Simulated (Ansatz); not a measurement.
# C₂H₂ClFSi: a ladder of functionals and wavefunction methods

An exercise on one series of results from a longer session: the logs are not shown, and one member is left open.

Method: functionals in def2-TZVPP, the program's frozen cores in correlated methods; program: Ansatz 0.2.0, Gaussian basis.

Plan: LDA (SPW92), PBE-D4, revPBE-D4, BLYP-D4, r2SCAN-D4, B97M-V, PBE0-D4, B3LYP-D4, r2SCANh-D4, r2SCAN0-D4, HSE06-D4, BHLYP-D4, CAM-B3LYP-D4, LC-ωPBE, ωB97X-V, ωB97M-V, B2PLYP, PBE-QIDH; CCSD(T)/def2-SVP; CCSD(T)/def2-TZVPP; MP2/def2-QZVPP; extrapolation to the limit; RPA on PBE.

## The relaxed structure

All runs share one geometry, relaxed beforehand with PBE0-D4 in a triple-zeta def2 set.

SMILES `C#C[SiH](F)Cl`, 7 atoms, charge 0, spin multiplicity 1.

Atoms are counted from 1 here; the program's logs count them from 0.

Bond lengths: C1–C2 1.205 Å, C1–H6 1.067 Å, C2–Si3 1.807 Å, Si3–F4 1.586 Å, Si3–Cl5 2.032 Å, Si3–H7 1.471 Å. Angles: C2–C1–H6 179.7°, C1–C2–Si3 178.4°, C2–Si3–F4 108.8°, C2–Si3–Cl5 109.6°, C2–Si3–H7 112.1°, F4–Si3–Cl5 108.4°, F4–Si3–H7 108.5°, Cl5–Si3–H7 109.3°.

As a file:

```xyz
7
charge 0, multiplicity 1
C    -0.00181   -1.97327   -0.34366
C     0.00728   -0.79200   -0.10523
Si    0.07193    0.97744    0.25723
F    -1.00164    1.31077    1.37553
Cl   -0.39669    2.03238   -1.41455
H    -0.01446   -3.01836   -0.55629
H     1.39648    1.39505    0.74127
```

The first run:

in.yaml reads:

```yaml
crystal:
  periodic: [false, false, false]
  atoms:
    - {symbol: C, position_ang: [-0.001810, -1.973274, -0.343661]}
    - {symbol: C, position_ang: [0.007283, -0.792004, -0.105235]}
    - {symbol: Si, position_ang: [0.071933, 0.977436, 0.257233]}
    - {symbol: F, position_ang: [-1.001639, 1.310766, 1.375532]}
    - {symbol: Cl, position_ang: [-0.396686, 2.032382, -1.414553]}
    - {symbol: H, position_ang: [-0.014464, -3.018357, -0.556291]}
    - {symbol: H, position_ang: [1.396485, 1.395049, 0.741274]}
basis:
  gaussian: {orbitals: def2-TZVPP}
hamiltonian: {xc: lda}
output: {orbitals: {seedname: orbitals}}
```

Steps of the session up to this table: LDA; PBE-D4 (GGA); revPBE-D4 (GGA); BLYP-D4 (GGA); r2SCAN-D4 (meta-GGA); B97M-V (meta-GGA); PBE0-D4 (hybrid); B3LYP-D4 (hybrid); r2SCANh-D4 (hybrid); r2SCAN0-D4 (hybrid); HSE06-D4 (hybrid); BHLYP-D4 (hybrid); CAM-B3LYP-D4 (range-separated); LC-ωPBE-D4 (range-separated; the results give it without D4); ωB97X-V (range-separated); ωB97M-V (range-separated); B2PLYP (double hybrid); PBE-QIDH (double hybrid).

One of the session's tables, all rows but one given; the rest of the session is left out.

It belongs to the step «Frontier levels by functional». 

```
  functional  HOMO (eV)  gap (eV)
 LDA (SPW92)      -7.83      5.71
      PBE-D4      -7.63      5.79
   revPBE-D4      -7.56      5.82
     BLYP-D4      -7.45      5.77
   r2SCAN-D4      -7.90      6.30
      B97M-V      -7.90      6.32
     PBE0-D4      -8.89      7.98
    B3LYP-D4      -8.62      7.51
  r2SCANh-D4      -8.37      7.11
  r2SCAN0-D4      -9.07      8.30
    HSE06-D4      -8.48      7.19
    BHLYP-D4      -9.95     10.09
CAM-B3LYP-D4     -10.24     10.46
     LC-ωPBE     -11.71     13.08
     ωB97X-V          ?         ?
     ωB97M-V     -11.14     12.26
```

Estimate the missing values for ωB97X-V.

**Answer.** HOMO (eV): -11.28; gap (eV): 12.56. In the column «HOMO (eV)» it lies between LC-ωPBE (-11.71) and ωB97M-V (-11.14).
